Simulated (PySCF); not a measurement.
**As: excitation energy in dyall-av3z**

Aim: the excitation energy of arsenic from differences of total energies, at each level of theory, and how far each lands from the tabulated value where there is one.

Program: PySCF 2.14.0. Level of theory: unrestricted determinants in a Gaussian basis, no spin-orbit coupling in the energies. These are calculated values, not measurements, unless marked.

**1. The system**

* Element: arsenic (Z = 33)
* Basis: dyall-av3z (24s17p11d2f, 144 functions)
* Hamiltonian: the spin-free X2C one-electron Hamiltonian (Gaussian nucleus)
* State 1: As: [Ar] 3d10 4s1 4p4, high-spin 4P determinant (an excited configuration)
* Needed too, but not shown: As [Ar] 3d10 4s2 4p3 (4S)
* Methods: UHF, LDA, PBE, PBE0, r2SCAN, MP2
* Core shells frozen in the correlated runs: valence: [Ar] 3d10 (for As)

Outer shells as boxes (Hund's rule):

As [Ar] 3d10 4s1 4p4
```
[Ar] core
3d [↑↓][↑↓][↑↓][↑↓][↑↓]
4s [↑ ]
4p [↑↓][↑ ][↑ ]
```

One driver process ran all states and methods and kept the integrals in memory. Each run is shown as a PySCF script that sums up its settings (the driver passes frozen orbitals as a list and adds second-order terms of double hybrids); the logs are those of the runs themselves. The driver starts from symmetry-adapted Hartree-Fock orbitals, holds the occupation by maximum overlap and uses a logarithmic radial grid for functionals, so a plain start would take other cycles.

The driver's launch:

```
$ OMP_NUM_THREADS=1 python atomrun2.py TASK.json OUT
```

The integrals over 144 functions and the set-up took 1.2 s of CPU time.

**2. As [Ar] 3d10 4s1 4p4, method by method**

#### UHF

input.py reads:

```python
from pyscf import gto, scf, dft, mp, cc
import basis_set_exchange as bse
mol = gto.M(atom="As 0 0 0", charge=0, spin=3, symmetry="D2h",
            basis=gto.basis.parse(bse.get_basis("dyall-av3z", elements=["As"], fmt="nwchem", header=False)),
            nucmod="G")
mf = scf.UHF(mol).sfx2c1e()
mf.irrep_nelec = {'Ag': (6, 5), 'B1g': (1, 1), 'B2g': (1, 1), 'B3g': (1, 1), 'B1u': (3, 2), 'B2u': (3, 3), 'B3u': (3, 2)}
mf.kernel()
```

Standard output:

```text
damping factor = 0
level_shift factor = 0
DIIS = <class 'pyscf.scf.diis.CDIIS'>
diis_start_cycle = 1
diis_space = 10
diis_damp = 0
SCF conv_tol = 1e-09
SCF conv_tol_grad = None
number electrons alpha = 18  beta = 15
cycle= 1 E= -2258.77235682337  delta_E= -0.00228  |g|= 0.0138  |ddm|= 0.0355
cycle= 2 E= -2258.77254198818  delta_E= -0.000185  |g|= 0.00479  |ddm|= 0.0108
cycle= 3 E= -2258.77257260897  delta_E= -3.06e-05  |g|= 0.00094  |ddm|= 0.00691
cycle= 4 E= -2258.77257437238  delta_E= -1.76e-06  |g|= 0.000589  |ddm|= 0.002
cycle= 5 E= -2258.77257487114  delta_E= -4.99e-07  |g|= 0.000234  |ddm|= 0.00108
cycle= 6 E= -2258.7725750839  delta_E= -2.13e-07  |g|= 3.67e-05  |ddm|= 0.00118
cycle= 7 E= -2258.77257508676  delta_E= -2.86e-09  |g|= 7.23e-06  |ddm|= 0.000131
cycle= 8 E= -2258.7725750868  delta_E= -3.91e-11  |g|= 9.31e-07  |ddm|= 1.39e-05
converged SCF energy = -2258.7725750868  <S^2> = 3.8010604  2S+1 = 4.0254492
```

It took 19 s on 1 thread of Neoverse-N1, shared host, the integrals not counted.

The occupied shells:

| shell | electrons | mean orbital energy (eV) | spread (eV) | rms radius (bohr) |
| --- | --- | --- | --- | --- |
| 1s α | 1 | -11946.9 | 0 | 0.0524 |
| 1s β | 1 | -11946.5 | 0 | 0.0524 |
| 2s α | 1 | -1574.3 | 0 | 0.219 |
| 2s β | 1 | -1574.0 | 0 | 0.219 |
| 2p α | 3 | -1376.0 | 0.100 | 0.196 |
| 2p β | 3 | -1375.7 | 0.052 | 0.196 |
| 3s α | 1 | -227.55 | 0 | 0.639 |
| 3s β | 1 | -226.58 | 0 | 0.639 |
| 3p α | 3 | -163.92 | 0.322 | 0.666 |
| 3p β | 3 | -163.21 | 0.045 | 0.666 |
| 3d α | 5 | -58.529 | 0.313 | 0.748 |
| 3d β | 5 | -58.127 | 0.182 | 0.748 |
| 4s α | 1 | -24.494 | 0 | 2.09 |
| 4p α | 3 | -11.305 | 1.291 | 2.74 |
| 4p β | 1 | -6.193 | 0 | 2.74 |

⟨S²⟩ = 3.801, ⟨L²⟩ = 2.02.

Spin-orbit constants on these orbitals (cm⁻¹; bare nucleus, screened nucleus, mean field): 4p 1567, 1472, 1409. To first order in LS coupling the lowest level has J = 5/2 and lies 0.0874 eV below the centre of the term.

#### LDA

input.py, as changed from the run before:

```diff
@@ -5,3 +5,3 @@
             nucmod="G")
-mf = scf.UHF(mol).sfx2c1e()
+mf = dft.UKS(mol, xc="LDA,VWN").sfx2c1e()
 mf.irrep_nelec = {'Ag': (6, 5), 'B1g': (1, 1), 'B2g': (1, 1), 'B3g': (1, 1), 'B1u': (3, 2), 'B2u': (3, 3), 'B3u': (3, 2)}
```

Standard output:

```text
damping factor = 0
level_shift factor = 0
DIIS = <class 'pyscf.scf.diis.CDIIS'>
diis_start_cycle = 1
diis_space = 10
diis_damp = 0
SCF conv_tol = 1e-09
SCF conv_tol_grad = None
number electrons alpha = 18  beta = 15
XC functionals = LDA,VWN
    P. A. M. Dirac.,  Math. Proc. Cambridge Philos. Soc. 26, 376 (1930)
    F. Bloch.,  Z. Phys. 57, 545 (1929)
    S. H. Vosko, L. Wilk, and M. Nusair.,  Can. J. Phys. 58, 1200 (1980)
cycle= 1 E= -2257.02337146637  delta_E= -0.0488  |g|= 0.162  |ddm|= 0.23
cycle= 2 E= -2257.02235702612  delta_E= 0.00101  |g|= 0.22  |ddm|= 0.0649
cycle= 3 E= -2257.0258230456  delta_E= -0.00347  |g|= 0.00592  |ddm|= 0.0251
cycle= 4 E= -2257.02583877862  delta_E= -1.57e-05  |g|= 0.00401  |ddm|= 0.0125
cycle= 5 E= -2257.02584610898  delta_E= -7.33e-06  |g|= 0.000735  |ddm|= 0.00472
cycle= 6 E= -2257.02584621286  delta_E= -1.04e-07  |g|= 3.06e-05  |ddm|= 0.00043
cycle= 7 E= -2257.02584621353  delta_E= -6.72e-10  |g|= 8.7e-07  |ddm|= 6.09e-05
converged SCF energy = -2257.02584621353  <S^2> = 3.756159  2S+1 = 4.0030783
```

It took 3.5 s on 1 thread of Neoverse-N1, shared host, the integrals not counted.

#### PBE

input.py, as changed from the run before:

```diff
@@ -5,3 +5,3 @@
             nucmod="G")
-mf = dft.UKS(mol, xc="LDA,VWN").sfx2c1e()
+mf = dft.UKS(mol, xc="PBE").sfx2c1e()
 mf.irrep_nelec = {'Ag': (6, 5), 'B1g': (1, 1), 'B2g': (1, 1), 'B3g': (1, 1), 'B1u': (3, 2), 'B2u': (3, 3), 'B3u': (3, 2)}
```

Standard output:

```text
damping factor = 0
level_shift factor = 0
DIIS = <class 'pyscf.scf.diis.CDIIS'>
diis_start_cycle = 1
diis_space = 10
diis_damp = 0
SCF conv_tol = 1e-09
SCF conv_tol_grad = None
number electrons alpha = 18  beta = 15
XC functionals = PBE
    J. P. Perdew, K. Burke, and M. Ernzerhof.,  Phys. Rev. Lett. 77, 3865 (1996)
    J. P. Perdew, K. Burke, and M. Ernzerhof.,  Phys. Rev. Lett. 78, 1396 (1997)
    J. P. Perdew, K. Burke, and M. Ernzerhof.,  Phys. Rev. Lett. 77, 3865 (1996)
    J. P. Perdew, K. Burke, and M. Ernzerhof.,  Phys. Rev. Lett. 78, 1396 (1997)
cycle= 1 E= -2260.14603438275  delta_E= -0.0338  |g|= 0.125  |ddm|= 0.207
cycle= 2 E= -2260.14544754536  delta_E= 0.000587  |g|= 0.174  |ddm|= 0.0561
cycle= 3 E= -2260.14769594109  delta_E= -0.00225  |g|= 0.00707  |ddm|= 0.0207
cycle= 4 E= -2260.14770686598  delta_E= -1.09e-05  |g|= 0.00261  |ddm|= 0.00825
cycle= 5 E= -2260.14770932928  delta_E= -2.46e-06  |g|= 0.000619  |ddm|= 0.00301
cycle= 6 E= -2260.14770947588  delta_E= -1.47e-07  |g|= 4.1e-05  |ddm|= 0.000657
cycle= 7 E= -2260.14770947719  delta_E= -1.31e-09  |g|= 1.23e-06  |ddm|= 7.75e-05
cycle= 8 E= -2260.14770947719  delta_E= 2.27e-12  |g|= 6.94e-08  |ddm|= 1.73e-06
converged SCF energy = -2260.14770947719  <S^2> = 3.7570206  2S+1 = 4.0035088
```

Time after the integrals: 5.2 s (1 thread of Neoverse-N1, shared host).

#### PBE0

input.py, as changed from the run before:

```diff
@@ -5,3 +5,3 @@
             nucmod="G")
-mf = dft.UKS(mol, xc="PBE").sfx2c1e()
+mf = dft.UKS(mol, xc="PBE0").sfx2c1e()
 mf.irrep_nelec = {'Ag': (6, 5), 'B1g': (1, 1), 'B2g': (1, 1), 'B3g': (1, 1), 'B1u': (3, 2), 'B2u': (3, 3), 'B3u': (3, 2)}
```

Standard output:

```text
damping factor = 0
level_shift factor = 0
DIIS = <class 'pyscf.scf.diis.CDIIS'>
diis_start_cycle = 1
diis_space = 10
diis_damp = 0
SCF conv_tol = 1e-09
SCF conv_tol_grad = None
number electrons alpha = 18  beta = 15
XC functionals = PBE0
    C. Adamo and V. Barone.,  J. Chem. Phys. 110, 6158 (1999)
    M. Ernzerhof and G. E. Scuseria.,  J. Chem. Phys. 110, 5029 (1999)
cycle= 1 E= -2260.18375458778  delta_E= -0.0203  |g|= 0.0664  |ddm|= 0.15
cycle= 2 E= -2260.18404241932  delta_E= -0.000288  |g|= 0.0745  |ddm|= 0.0417
cycle= 3 E= -2260.18446140789  delta_E= -0.000419  |g|= 0.00354  |ddm|= 0.0101
cycle= 4 E= -2260.18447572949  delta_E= -1.43e-05  |g|= 0.000949  |ddm|= 0.0067
cycle= 5 E= -2260.18447749268  delta_E= -1.76e-06  |g|= 0.000396  |ddm|= 0.0029
cycle= 6 E= -2260.18447756898  delta_E= -7.63e-08  |g|= 8.48e-05  |ddm|= 0.000547
cycle= 7 E= -2260.18447757088  delta_E= -1.91e-09  |g|= 3.33e-06  |ddm|= 8.08e-05
cycle= 8 E= -2260.1844775709  delta_E= -1.09e-11  |g|= 2.62e-07  |ddm|= 5.77e-06
converged SCF energy = -2260.1844775709  <S^2> = 3.7604262  2S+1 = 4.0052097
```

It took 9.7 s on 1 thread of Neoverse-N1, shared host, the integrals not counted.

#### r2SCAN

input.py, as changed from the run before:

```diff
@@ -5,3 +5,3 @@
             nucmod="G")
-mf = dft.UKS(mol, xc="PBE0").sfx2c1e()
+mf = dft.UKS(mol, xc="R2SCAN").sfx2c1e()
 mf.irrep_nelec = {'Ag': (6, 5), 'B1g': (1, 1), 'B2g': (1, 1), 'B3g': (1, 1), 'B1u': (3, 2), 'B2u': (3, 3), 'B3u': (3, 2)}
```

Standard output:

```text
damping factor = 0
level_shift factor = 0
DIIS = <class 'pyscf.scf.diis.CDIIS'>
diis_start_cycle = 1
diis_space = 10
diis_damp = 0
SCF conv_tol = 1e-09
SCF conv_tol_grad = None
number electrons alpha = 18  beta = 15
XC functionals = R2SCAN
    J. W. Furness, A. D. Kaplan, J. Ning, J. P. Perdew, and J. Sun.,  J. Phys. Chem. Lett. 11, 8208-8215 (2020)
    J. W. Furness, A. D. Kaplan, J. Ning, J. P. Perdew, and J. Sun.,  J. Phys. Chem. Lett. 11, 9248-9248 (2020)
    J. W. Furness, A. D. Kaplan, J. Ning, J. P. Perdew, and J. Sun.,  J. Phys. Chem. Lett. 11, 8208-8215 (2020)
    J. W. Furness, A. D. Kaplan, J. Ning, J. P. Perdew, and J. Sun.,  J. Phys. Chem. Lett. 11, 9248-9248 (2020)
cycle= 1 E= -2260.44634412725  delta_E= -0.0206  |g|= 0.083  |ddm|= 0.156
cycle= 2 E= -2260.44638218774  delta_E= -3.81e-05  |g|= 0.103  |ddm|= 0.0426
cycle= 3 E= -2260.44716411477  delta_E= -0.000782  |g|= 0.0037  |ddm|= 0.0128
cycle= 4 E= -2260.44717624845  delta_E= -1.21e-05  |g|= 0.00143  |ddm|= 0.00699
cycle= 5 E= -2260.44717817898  delta_E= -1.93e-06  |g|= 0.000716  |ddm|= 0.00286
cycle= 6 E= -2260.44717846633  delta_E= -2.87e-07  |g|= 7.98e-05  |ddm|= 0.00113
cycle= 7 E= -2260.44717847171  delta_E= -5.38e-09  |g|= 5.56e-06  |ddm|= 0.00017
cycle= 8 E= -2260.44717847179  delta_E= -7.59e-11  |g|= 8.84e-07  |ddm|= 2.79e-05
converged SCF energy = -2260.44717847179  <S^2> = 3.7677284  2S+1 = 4.0088544
```

Time after the integrals: 14 s (1 thread of Neoverse-N1, shared host).

#### MP2 (valence)

input.py, as changed from the run before:

```diff
@@ -5,4 +5,5 @@
             nucmod="G")
-mf = dft.UKS(mol, xc="R2SCAN").sfx2c1e()
+mf = scf.UHF(mol).sfx2c1e()
 mf.irrep_nelec = {'Ag': (6, 5), 'B1g': (1, 1), 'B2g': (1, 1), 'B3g': (1, 1), 'B1u': (3, 2), 'B2u': (3, 3), 'B3u': (3, 2)}
 mf.kernel()
+mp.UMP2(mf, frozen=14).kernel()
```

No log was kept for this step.

It took 3.2 s on 1 thread of Neoverse-N1, shared host, the integrals not counted.

With 5 electrons correlated, the MP2 correlation energy is -0.06868 hartree (-0.01941 same spin, -0.04927 opposite spin); the SCS form gives -0.06559. Largest pairs of shells: 4p-4p -0.0589, 4s-4p -0.0098, 4s-4s 0.0000.

Radial density 4πr²ρ of As at UHF:

| r (bohr) | density | spin density |
| --- | --- | --- |
| 0.000798 | 0.315 | 0.000 |
| 0.00134 | 0.787 | 0.000 |
| 0.00226 | 1.93 | 0.001 |
| 0.00380 | 4.54 | 0.003 |
| 0.00639 | 10.1 | 0.006 |
| 0.0107 | 20.0 | 0.012 |
| 0.0181 | 33.1 | 0.019 |
| 0.0304 | 40.8 | 0.023 |
| 0.0511 | 35.3 | 0.032 |
| 0.0860 | 35.9 | 0.086 |
| 0.145 | 47.7 | 0.091 |
| 0.243 | 29.6 | -0.039 |
| 0.409 | 28.7 | 0.235 |
| 0.688 | 23.1 | -0.026 |
| 1.16 | 5.27 | 0.811 |
| 1.95 | 2.62 | 1.719 |
| 3.28 | 0.936 | 0.450 |
| 5.51 | 0.0768 | -0.012 |
| 9.27 | 0.00112 | -0.001 |

**3. The energy differences**

Excitation energy: As [Ar] 3d10 4s2 4p3 (4S) → As [Ar] 3d10 4s1 4p4 (4P).

| method | value (eV) |
| --- | --- |
| UHF | 8.574 |
| LDA | 9.240 |
| PBE | 9.099 |
| PBE0 | 9.034 |
| r2SCAN | 8.793 |
| MP2 (valence) | 8.678 |
| SCS-MP2 (valence) | 8.696 |

A first-order spin-orbit estimate (lowest level to lowest level, LS coupling) adds -0.087 eV.

The differences also use runs on As [Ar] 3d10 4s2 4p3 (4S), which are not shown here.

**4. What came out**

| quantity | value |
| --- | --- |
| excitation energy, As → [Ar] 3d10 4s1 4p4 | UHF 8.574, MP2 (valence) 8.678 eV |

The methods span 0.666 eV, from UHF (8.574) to LDA (9.240). No reference value is at hand in this session. The basis is finite, and no extrapolation was made.
